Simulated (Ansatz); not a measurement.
**GeH₈O₂: search for a transition state**

Wanted: the transition state of a ligand exchange through a proton shuttle (form Ge1–O7, H6–O9, H2–H8 and break Ge1–H2, H6–O7, H8–O9). The guess is relaxed with those distances held, a saddle search follows, and vibrations and two downhill relaxations check it.

The runs use Ansatz 0.2.0, Gaussian basis; PBE0-D4, def2-SVP first, then def2-TZVP.

41 further runs of the same task are left out: 41 set aside as unsound or not needed.

### 1 The starting structure

The guess: 11 atoms, charge 0, spin multiplicity 1.

Atoms are counted from 1 here; the program's logs count them from 0.

Bond lengths: Ge1–H3 1.506 Å, Ge1–H4 1.510 Å, Ge1–H5 1.533 Å, Ge1–O7 2.172 Å, O7–H10 0.956 Å, O9–H11 0.959 Å. Angles: H3–Ge1–H4 122.6°, H3–Ge1–H5 104.9°, H3–Ge1–O7 113.2°, H4–Ge1–H5 103.2°, H4–Ge1–O7 118.7°, H5–Ge1–O7 84.0°, Ge1–O7–H10 109.8°.

Geometry (Å):

```mol
GeH8O2
  3D, bonds by distance, orders not assigned

 11  6  0  0  0  0  0  0  0  0999 V2000
   -0.5083   -0.0280   -1.3906 Ge  0  0
   -0.2601   -1.3117    0.1146 H   0  0
    0.5262   -0.8543   -2.1092 H   0  0
   -1.9547   -0.4479   -1.2857 H   0  0
   -0.5802    1.2842   -2.1793 H   0  0
    0.5917    0.4939    1.1870 H   0  0
    0.3303    1.2246    0.1734 O   0  0
    0.1163   -1.1335    1.0041 H   0  0
    0.6437   -0.4980    1.9850 O   0  0
    1.1427    1.6245   -0.1334 H   0  0
   -0.0476   -0.3537    2.6340 H   0  0
  1  3  8  0
  1  4  8  0
  1  5  8  0
  1  7  8  0
  7 10  8  0
  9 11  8  0
M  END
```

Distances that are to change: Ge1–O7 2.17 Å, H6–O9 1.27 Å, H2–H8 0.98 Å, Ge1–H2 1.99 Å, H6–O7 1.28 Å, H8–O9 1.28 Å.

### 2 Relaxing the guess with the reacting distances held

hold/in.yaml

```yaml
crystal:
  periodic: [false, false, false]
  atoms:
    - {symbol: Ge, position_ang: [-0.508300, -0.028000, -1.390600]}
    - {symbol: H, position_ang: [-0.260100, -1.311700, 0.114600]}
    - {symbol: H, position_ang: [0.526200, -0.854300, -2.109200]}
    - {symbol: H, position_ang: [-1.954700, -0.447900, -1.285700]}
    - {symbol: H, position_ang: [-0.580200, 1.284200, -2.179300]}
    - {symbol: H, position_ang: [0.591700, 0.493900, 1.187000]}
    - {symbol: O, position_ang: [0.330300, 1.224600, 0.173400]}
    - {symbol: H, position_ang: [0.116300, -1.133500, 1.004100]}
    - {symbol: O, position_ang: [0.643700, -0.498000, 1.985000]}
    - {symbol: H, position_ang: [1.142700, 1.624500, -0.133400]}
    - {symbol: H, position_ang: [-0.047600, -0.353700, 2.634000]}
basis:
  gaussian: {orbitals: def2-SVP}
hamiltonian: {xc: pbe0, dispersion: d4}
relax: {f_tol: 0.08, max_steps: 120, escape_saddle: false, constraints: [{distance: [0, 6]}, {distance: [5, 8]}, {distance: [1, 7]}, {distance: [0, 1]}, {distance: [5, 6]}, {distance: [7, 8]}]}
```

No record of the launch command was kept for these runs.

The log in hold was not kept; the run's report gives a total energy of -60718.363785 eV.

Run time: 13 s. Hardware: 4 threads, shared host; peak memory 0.22 GiB.

Close pairs (by a distance rule), those that changed most:

```csv
bond,before (Å),after (Å),change (Å)
Ge1–H3,1.506,1.538,+0.031
Ge1–H5,1.533,1.559,+0.026
Ge1–H4,1.510,1.534,+0.024
O7–H10,0.956,0.965,+0.009
O9–H11,0.959,0.967,+0.007
Ge1–O7,2.172,2.172,+0.000
```

### 3 Saddle search in the small basis

presaddle/in.yaml

```yaml
crystal:
  periodic: [false, false, false]
  atoms:
    - {symbol: Ge, position_ang: [-0.472363, -0.037973, -1.389575]}
    - {symbol: H, position_ang: [-0.528628, -1.229039, 0.208333]}
    - {symbol: H, position_ang: [0.484491, -1.104741, -1.947207]}
    - {symbol: H, position_ang: [-1.976701, -0.328777, -1.468953]}
    - {symbol: H, position_ang: [-0.209240, 1.244791, -2.235719]}
    - {symbol: H, position_ang: [0.628199, 0.487330, 1.185291]}
    - {symbol: O, position_ang: [0.136352, 1.226739, 0.268232]}
    - {symbol: H, position_ang: [0.075078, -1.069739, 0.966491]}
    - {symbol: O, position_ang: [0.840807, -0.569175, 1.864974]}
    - {symbol: H, position_ang: [0.765382, 1.869611, -0.082735]}
    - {symbol: H, position_ang: [0.256622, -0.488927, 2.630768]}
basis:
  gaussian: {orbitals: def2-SVP}
hamiltonian: {xc: pbe0, dispersion: d4}
saddle:
  f_tol: 0.04
  max_steps: 70
  order_check: false
  mode_guess:
    - [0.3085, 1.1796, -0.0383]
    - [0.5865, -0.4352, 1.5734]
    - [0.0000, 0.0000, 0.0000]
    - [0.0000, 0.0000, 0.0000]
    - [0.0000, 0.0000, 0.0000]
    - [0.5522, -1.4084, 1.2518]
    - [-0.6655, -0.0030, -1.4816]
    - [-1.2118, -0.5526, -1.4726]
    - [0.4303, 1.2196, 0.1673]
    - [0.0000, 0.0000, 0.0000]
    - [0.0000, 0.0000, 0.0000]
```

The log in presaddle was not kept; the run's report gives a total energy of -60718.780354 eV.

Wall time 77 s (4 threads, shared host); peak memory 0.22 GiB.

### 4 Saddle search in triple zeta

saddle/in.yaml

```yaml
crystal:
  periodic: [false, false, false]
  atoms:
    - {symbol: Ge, position_ang: [-0.433048, -0.035393, -1.281826]}
    - {symbol: H, position_ang: [-0.423411, -1.229737, 0.121750]}
    - {symbol: H, position_ang: [0.453953, -1.058668, -2.029637]}
    - {symbol: H, position_ang: [-1.956381, -0.274376, -1.355840]}
    - {symbol: H, position_ang: [-0.240666, 1.265917, -2.163744]}
    - {symbol: H, position_ang: [0.646921, 0.405551, 1.177068]}
    - {symbol: O, position_ang: [0.262885, 1.048442, 0.180174]}
    - {symbol: H, position_ang: [0.154352, -1.060540, 1.045698]}
    - {symbol: O, position_ang: [0.742509, -0.514003, 1.861934]}
    - {symbol: H, position_ang: [0.682035, 1.855568, -0.141013]}
    - {symbol: H, position_ang: [0.110851, -0.402662, 2.585336]}
basis:
  gaussian: {orbitals: def2-TZVP}
hamiltonian: {xc: pbe0, dispersion: d4}
saddle:
  f_tol: 0.01
  max_steps: 50
  order_check: false
  mode_guess:
    - [0.0723, 0.2718, -0.0877]
    - [0.0929, -0.1725, 0.3024]
    - [-0.0007, 0.0372, 0.1248]
    - [0.0897, 0.0056, 0.1164]
    - [-0.0258, 0.0627, -0.1825]
    - [0.0672, -0.3376, 0.4094]
    - [-0.0836, -0.0174, -0.2032]
    - [-0.2736, -0.1226, -0.4541]
    - [0.1104, 0.1863, 0.0751]
    - [-0.0718, 0.0088, -0.1079]
    - [0.0229, 0.0776, 0.0072]
```

The program printed, cut to the lines that bear on the results:

```text
Functional definition: PBE0
  name "PBE0"
  cite "Adamo & Barone, J. Chem. Phys. 110, 6158 (1999) doi:10.1063/1.478522"
  cite "Perdew, Burke & Ernzerhof, Phys. Rev. Lett. 77, 3865 (1996) doi:10.1103/PhysRevLett.77.3865"
  parent pbe
[...]
1055 factors; their error is unknown
[...]
mean field -60730.89038987 eV, -2231.8190569516 hartree, gradient 1.7e-5 eV, S^2 0.000000; 0 other end points of the search recorded, 0 dependent functions left out
[...]
reference -60730.89041894 eV, -2231.8190580201 hartree; 28, 28 occupied and 130, 130 virtual orbitals, 1055 factors
[...]
1055 factors; their error is unknown
mean field -60730.89152356 eV, -2231.8190986142 hartree, gradient 1.3e-6 eV, S^2 0.000000; 0 other end points of the search recorded, 0 dependent functions left out
[...]
reference -60730.89155265 eV, -2231.8190996832 hartree; 28, 28 occupied and 130, 130 virtual orbitals, 1055 factors
[...]
1055 factors; their error is unknown
mean field -60730.89143856 eV, -2231.8190954903 hartree, gradient 1.3e-6 eV, S^2 0.000000; 0 other end points of the search recorded, 0 dependent functions left out
[...]
reference -60730.89146767 eV, -2231.8190965601 hartree; 28, 28 occupied and 130, 130 virtual orbitals, 1055 factors
[...]
saddle step  18: F+E_penalty+E_count = -60731.03313078 eV  max|allowed force component| = 3.721e-4 eV/Å  curvature = -10.7543 eV/Å² (error put at 0.0122; -10.7664 at half of saddle.amplitude)  mode residual = 1.53e-1 eV/Å²  Δτ_max = 0.0024 Å  (1 rotations, 8 force calls, 190 SCF iters)  [...]
Total energy: -60731.03315977 eV, -2231.8243036489 hartree
Atom 0 at    -0.433210    -0.031491    -1.290022 Å, force    -0.000049    -0.000212     0.000087 eV/Å
Atom 1 at    -0.458993    -1.215784     0.132314 Å, force    -0.000102     0.000079     0.000005 eV/Å
Atom 2 at     0.468408    -1.070555    -1.990786 Å, force     0.000044     0.000044     0.000117 eV/Å
Atom 3 at    -1.949718    -0.276799    -1.394017 Å, force    -0.000013     0.000029    -0.000036 eV/Å
Atom 4 at    -0.206933     1.259154    -2.169708 Å, force     0.000018    -0.000007     0.000047 eV/Å
Atom 5 at     0.597513     0.436954     1.150904 Å, force    -0.000086    -0.000109    -0.000000 eV/Å
Atom 6 at     0.206869     1.072447     0.188970 Å, force    -0.000004     0.000372     0.000027 eV/Å
Atom 7 at     0.114255    -1.050905     1.032093 Å, force     0.000068    -0.000217    -0.000129 eV/Å
Atom 8 at     0.748852    -0.510955     1.833821 Å, force     0.000166     0.000071    -0.000064 eV/Å
Atom 9 at     0.693572     1.837222    -0.129455 Å, force     0.000048    -0.000037    -0.000072 eV/Å
Atom 10 at     0.219387    -0.449191     2.635784 Å, force    -0.000091    -0.000014     0.000018 eV/Å
Dipole moment:     0.051458     0.265630     0.404704 e Å
```

Run time: 1.8 min. Hardware: 4 threads, shared host; peak memory 0.35 GiB.

Geometry at the end of the search:

```xyz
11
charge 0, multiplicity 1
Ge   -0.43321   -0.03149   -1.29002
H    -0.45899   -1.21578    0.13231
H     0.46841   -1.07055   -1.99079
H    -1.94972   -0.27680   -1.39402
H    -0.20693    1.25915   -2.16971
H     0.59751    0.43695    1.15090
O     0.20687    1.07245    0.18897
H     0.11425   -1.05090    1.03209
O     0.74885   -0.51095    1.83382
H     0.69357    1.83722   -0.12945
H     0.21939   -0.44919    2.63578
```

Followed mode, largest move set to 1: H8 (-0.48, -0.25, -0.84); H6 (0.11, -0.63, 0.74); H2 (0.14, -0.29, 0.52); Ge1 (0.13, 0.48, -0.14).

### 5 Checking the order of the point

vib/in.yaml

```yaml
crystal:
  periodic: [false, false, false]
  atoms:
    - {symbol: Ge, position_ang: [-0.433210, -0.031491, -1.290022]}
    - {symbol: H, position_ang: [-0.458993, -1.215784, 0.132314]}
    - {symbol: H, position_ang: [0.468408, -1.070555, -1.990786]}
    - {symbol: H, position_ang: [-1.949718, -0.276799, -1.394017]}
    - {symbol: H, position_ang: [-0.206933, 1.259154, -2.169708]}
    - {symbol: H, position_ang: [0.597513, 0.436954, 1.150904]}
    - {symbol: O, position_ang: [0.206869, 1.072447, 0.188970]}
    - {symbol: H, position_ang: [0.114255, -1.050905, 1.032093]}
    - {symbol: O, position_ang: [0.748852, -0.510955, 1.833821]}
    - {symbol: H, position_ang: [0.693572, 1.837222, -0.129455]}
    - {symbol: H, position_ang: [0.219387, -0.449191, 2.635784]}
basis:
  gaussian: {orbitals: def2-TZVP}
hamiltonian: {xc: pbe0, dispersion: d4}
phonons: {temperatures: {t_min: 298.15, t_max: 900, t_step: 200}}
```

The program printed, cut to the lines that bear on the results:

```text
[... 5 set-up lines as earlier in the session ...]
[...]
1055 factors; their error is unknown
[...]
mean field -60730.90101833 eV, -2231.8194475403 hartree, gradient 1.7e-5 eV, S^2 0.000000; 0 other end points of the search recorded, 0 dependent functions left out
[...]
reference -60730.90104727 eV, -2231.8194486038 hartree; 28, 28 occupied and 130, 130 virtual orbitals, 1055 factors
[... from here to the last solve, the lines of the solves are left out (65 solves) ...]
1055 factors; their error is unknown
mean field -60730.90089349 eV, -2231.8194429527 hartree, gradient 1.4e-6 eV, S^2 0.000000; 0 other end points of the search recorded, 0 dependent functions left out
[...]
WARN: phonons: modes at or below zero, which the zero-point energy, F, S and C_V leave out: 1, the lowest at -1378.02 cm⁻¹. A minimum has none, and a first-order saddle one
[...]
Atom 3 at    -1.949718    -0.276799    -1.394017 Å, force    -0.000016     0.000031    -0.000029 eV/Å
Atom 4 at    -0.206933     1.259154    -2.169708 Å, force     0.000022    -0.000009     0.000044 eV/Å
Atom 5 at     0.597513     0.436954     1.150904 Å, force    -0.000059    -0.000156     0.000040 eV/Å
Atom 6 at     0.206869     1.072447     0.188970 Å, force    -0.000007     0.000418     0.000017 eV/Å
Atom 7 at     0.114255    -1.050905     1.032093 Å, force     0.000036    -0.000133    -0.000134 eV/Å
Atom 8 at     0.748852    -0.510955     1.833821 Å, force     0.000177     0.000070    -0.000047 eV/Å
Atom 9 at     0.693572     1.837222    -0.129455 Å, force     0.000029    -0.000062    -0.000060 eV/Å
Atom 10 at     0.219387    -0.449191     2.635784 Å, force    -0.000081    -0.000017    -0.000005 eV/Å
Dipole moment:     0.051457     0.265631     0.404704 e Å
Vibrations: -1378.02 123.22 217.71 296.99 390.18 462.18 527.24 590.25 624.27 699.45 767.22 809.14 928.99 967.10 980.86 1025.21 1245.11 1489.23 1518.26 1546.43 1688.90 1914.49 1958.01 2110.87 2137.63 3858.70 3875.49 cm⁻¹, zero-point energy 2.030437 eV
```

Run time: 90 s. Hardware: 4 threads, shared host; peak memory 0.35 GiB.

The modes, with what each moves most:

```csv
mode,wavenumber (cm⁻¹),character
1,1378i,"changes H6–O9, H2–H8, Ge1–H2, H6–O7, H8–O9"
2,123,torsion
3,218,bend
4,297,bend with torsion
5,390,torsion
6,462,Ge–O stretch
7,527,bend with torsion
8,590,torsion
9,624,O–H stretch with bend
10,699,bend with O–H stretch
11,767,bend
12,809,bend with torsion
13,929,bend
14,967,bend with torsion
15,981,bend
16,1025,bend
17,1245,bend
18,1489,bend
19,1518,bend
20,1546,O–H stretch with bend
21,1689,bend with Ge–H stretch
22,1914,bend with O–H stretch
23,1958,Ge–H stretch
24,2111,Ge–H stretch
25,2138,Ge–H stretch
26,3859,O–H stretch
27,3875,O–H stretch
```

Vibrational sums (real modes only):

```csv
T (K),entropy (J/mol/K),heat capacity (J/mol/K)
298,45.7,65.9
498,89.9,107.5
698,131.1,136.2
898,167.9,155.5
```

### 6 Relaxing after a step of 0.30 Å one way along the mode

downa/in.yaml

```yaml
crystal:
  periodic: [false, false, false]
  atoms:
    - {symbol: Ge, position_ang: [-0.394717, 0.112310, -1.332693]}
    - {symbol: H, position_ang: [-0.416103, -1.303953, 0.289452]}
    - {symbol: H, position_ang: [0.465270, -1.050717, -1.922973]}
    - {symbol: H, position_ang: [-1.906602, -0.274007, -1.336669]}
    - {symbol: H, position_ang: [-0.218990, 1.291110, -2.259984]}
    - {symbol: H, position_ang: [0.629490, 0.249138, 1.373242]}
    - {symbol: O, position_ang: [0.168190, 1.055507, 0.081801]}
    - {symbol: H, position_ang: [-0.030167, -1.124525, 0.779660]}
    - {symbol: O, position_ang: [0.810463, -0.391056, 1.867600]}
    - {symbol: H, position_ang: [0.661674, 1.837197, -0.180665]}
    - {symbol: H, position_ang: [0.231492, -0.400904, 2.641128]}
basis:
  gaussian: {orbitals: def2-TZVP}
hamiltonian: {xc: pbe0, dispersion: d4}
relax: {f_tol: 0.005, max_steps: 200}
```

The program printed, cut to the lines that bear on the results:

```text
[... 5 set-up lines as earlier in the session ...]
[...]
1055 factors; their error is unknown
[...]
mean field -60730.37831243 eV, -2231.8002384529 hartree, gradient 1.2e-5 eV, S^2 0.000000; 0 other end points of the search recorded, 0 dependent functions left out
[...]
reference -60730.37834210 eV, -2231.8002395433 hartree; 28, 28 occupied and 130, 130 virtual orbitals, 1055 factors
relax step   1: F+E_penalty+E_count = -60730.50851408 eV  Δ(F+E_penalty+E_count) = +0.000e0 eV  max|allowed force component| = 9.167e0 eV/Å  Δτ_max = 0.0000 Å  (27 SCF iters, accepted)
[...]
Atom 1 at    -0.466917    -2.812952     0.427071 Å, force    -0.000118    -0.000106    -0.000223 eV/Å
Atom 2 at     0.478018    -0.647470    -1.936487 Å, force    -0.000837     0.001726     0.000406 eV/Å
Atom 3 at    -1.674177     0.116671    -0.805788 Å, force     0.002150     0.000250    -0.000824 eV/Å
Atom 4 at    -0.618326     1.515186    -2.650603 Å, force     0.000250    -0.000999     0.000950 eV/Å
Atom 5 at     0.572190     0.431187     1.392207 Å, force    -0.000057     0.002512    -0.003655 eV/Å
Atom 6 at     0.502945     1.442212    -0.188073 Å, force    -0.000121     0.000182     0.002344 eV/Å
Atom 7 at    -0.224864    -2.266163     0.879332 Å, force    -0.000117     0.000108     0.000117 eV/Å
Atom 8 at     0.524468    -0.240178     2.090898 Å, force    -0.000749    -0.001122     0.003026 eV/Å
Atom 9 at     1.348076     1.791097    -0.479621 Å, force     0.001446     0.000305    -0.000871 eV/Å
Atom 10 at    -0.069240     0.122984     2.750405 Å, force     0.000387    -0.000995     0.000293 eV/Å
Dipole moment:    -0.085065     0.394091    -0.422070 e Å
```

Run time: 54 s. Hardware: 4 threads, shared host; peak memory 0.35 GiB.

The steps of the relaxation: (not every step is listed) (the energy doesn't fall at every step)

```csv
step,energy from step 1 (eV),largest force component (eV/Å)
1,0.0000,9.1670
2,-1.6754,1.4270
3,-1.9505,0.4054
4,-2.0907,0.2341
5,-2.1450,0.1267
6,-2.1778,0.1582
7,-2.1824,0.3544
8,-2.1904,0.2301
9,-2.1923,0.1335
11,-2.1959,0.2393
13,-2.1984,0.1025
15,-2.2008,0.0254
17,-2.1983,0.1549
19,-2.2022,0.0903
21,-2.2032,0.0753
23,-2.2042,0.0982
25,-2.2049,0.0569
27,-2.2052,0.0353
29,-2.2053,0.0171
31,-2.2054,0.0113
32,-2.2054,0.0092
33,-2.2055,0.0056
34,-2.2055,0.0117
35,-2.2055,0.0071
36,-2.2055,0.0037
```

Close pairs (by a distance rule), those that changed most:

```csv
bond,before (Å),after (Å),change (Å)
H6–O9,0.829,0.970,+0.141
H2–H8,0.649,0.750,+0.101
Ge1–H4,1.560,1.528,-0.033
Ge1–H5,1.510,1.539,+0.029
Ge1–H3,1.562,1.536,-0.026
O9–H11,0.966,0.959,-0.007
Ge1–O7,1.791,1.798,+0.007
O7–H10,0.961,0.960,-0.001
```

### 7 Relaxing after a step of 0.30 Å the other way along the mode

downb/in.yaml

```yaml
crystal:
  periodic: [false, false, false]
  atoms:
    - {symbol: Ge, position_ang: [-0.471702, -0.175293, -1.247351]}
    - {symbol: H, position_ang: [-0.501883, -1.127614, -0.024824]}
    - {symbol: H, position_ang: [0.471547, -1.090392, -2.058599]}
    - {symbol: H, position_ang: [-1.992834, -0.279591, -1.451365]}
    - {symbol: H, position_ang: [-0.194877, 1.227198, -2.079431]}
    - {symbol: H, position_ang: [0.565535, 0.624771, 0.928566]}
    - {symbol: O, position_ang: [0.245547, 1.089388, 0.296139]}
    - {symbol: H, position_ang: [0.258677, -0.977284, 1.284526]}
    - {symbol: O, position_ang: [0.687240, -0.630853, 1.800043]}
    - {symbol: H, position_ang: [0.725470, 1.837247, -0.078244]}
    - {symbol: H, position_ang: [0.207281, -0.497477, 2.630440]}
basis:
  gaussian: {orbitals: def2-TZVP}
hamiltonian: {xc: pbe0, dispersion: d4}
relax: {f_tol: 0.005, max_steps: 200}
```

The program printed, cut to the lines that bear on the results:

```text
[... 5 set-up lines as earlier in the session ...]
[...]
1055 factors; their error is unknown
[...]
mean field -60728.46367730 eV, -2231.7298769098 hartree, gradient 3.8e-5 eV, S^2 0.000000; 0 other end points of the search recorded, 0 dependent functions left out
[...]
reference -60728.46370500 eV, -2231.7298779276 hartree; 28, 28 occupied and 130, 130 virtual orbitals, 1055 factors
relax step   1: F+E_penalty+E_count = -60728.59080676 eV  Δ(F+E_penalty+E_count) = +0.000e0 eV  max|allowed force component| = 1.768e1 eV/Å  Δτ_max = 0.0000 Å  (25 SCF iters, accepted)
[...]
Atom 1 at    -0.467568    -1.267856    -0.318575 Å, force    -0.000143     0.000100    -0.000170 eV/Å
Atom 2 at    -0.789508    -1.668448    -2.738985 Å, force    -0.000324    -0.000397    -0.000141 eV/Å
Atom 3 at    -1.770776     0.386874    -1.693794 Å, force     0.000073     0.000077    -0.000078 eV/Å
Atom 4 at     0.735399     0.162402    -1.998414 Å, force    -0.000068     0.000177     0.000063 eV/Å
Atom 5 at     0.309863     1.097612     1.177196 Å, force    -0.001740     0.000286    -0.001069 eV/Å
Atom 6 at    -0.128038     1.677843     0.534600 Å, force     0.003279     0.000330     0.001279 eV/Å
Atom 7 at     0.738320    -1.080531     1.434375 Å, force    -0.000017     0.000331     0.001308 eV/Å
Atom 8 at     0.963698    -0.422257     2.099736 Å, force     0.000360     0.000215    -0.000861 eV/Å
Atom 9 at     0.522737     2.344381     0.307067 Å, force    -0.001712    -0.000592    -0.000345 eV/Å
Atom 10 at     0.461330    -0.665396     2.881365 Å, force    -0.000169    -0.000691    -0.000227 eV/Å
Dipole moment:     0.137271    -0.234882     0.273600 e Å
```

Wall time 48 s (4 threads, shared host); peak memory 0.35 GiB.

Relaxation path: (not every step is listed) (the energy doesn't fall at every step)

```csv
step,energy from step 1 (eV),largest force component (eV/Å)
1,0.0000,17.6800
2,-3.0516,1.0320
3,-3.3160,0.7988
4,-3.6649,0.7663
5,-3.9839,0.8992
6,-4.1029,0.6730
7,-4.1497,0.2329
8,-4.1600,0.1561
9,-4.1628,0.2095
11,-4.1499,0.7618
13,-4.1700,0.0995
15,-4.1741,0.2034
17,-4.1853,0.2430
19,-4.2111,0.2135
21,-4.2197,0.1811
23,-4.2213,0.0169
25,-4.2214,0.0098
27,-4.2215,0.0083
29,-4.2216,0.0200
30,-4.2216,0.0140
31,-4.2216,0.0098
32,-4.2216,0.0109
33,-4.2216,0.0058
34,-4.2217,0.0033
```

Close pairs (by a distance rule), those that changed most:

```csv
bond,before (Å),after (Å),change (Å)
Ge1–O7,2.120,3.186,+1.066
H8–O9,0.755,0.963,+0.208
H6–O7,0.847,0.970,+0.123
Ge1–H5,1.654,1.531,-0.123
Ge1–H4,1.538,1.528,-0.011
Ge1–H2,1.550,1.540,-0.010
O9–H11,0.968,0.960,-0.008
O7–H10,0.964,0.959,-0.005
```

### 8 What the saddle joins

```csv
pair,start side (Å),saddle (Å),end side (Å)
Ge1–O7,3.186,1.953,1.798
H2–H8,2.136,1.080,0.750
H6–O9,1.894,1.178,0.970
Ge1–H2,1.540,1.851,3.865
H6–O7,0.970,1.217,1.877
H8–O9,0.963,1.156,2.477
```

### 9 Outcome

| quantity | value |
| --- | --- |
| imaginary mode | 1378i cm⁻¹ |
| barrier from the start side | 41.0 kcal/mol |
| barrier from the end side | 38.8 kcal/mol |
| energy of the step | +2.3 kcal/mol |
| pairs that change | Ge1–O7 formed, H2–H8 formed, H6–O9 formed, Ge1–H2 broken, H6–O7 broken, H8–O9 broken |
| zero-point energy at the saddle | 2.030 eV |

**Reading.** One imaginary mode, 1378i cm⁻¹, makes this a first-order saddle. The two relaxations end on the structures that were planned. At PBE0-D4/def2-TZVP the electronic barrier is 41.0 kcal/mol, about 69 kT at 298 K, and the step runs 2.3 kcal/mol uphill. The barrier is thin enough for tunnelling; the leading (Wigner) term alone is a factor of 2.8 at 298 K. A step off the saddle overshot and began above it in energy, so the link to its end is likely but not proven. Lower complexes than these ends may exist.
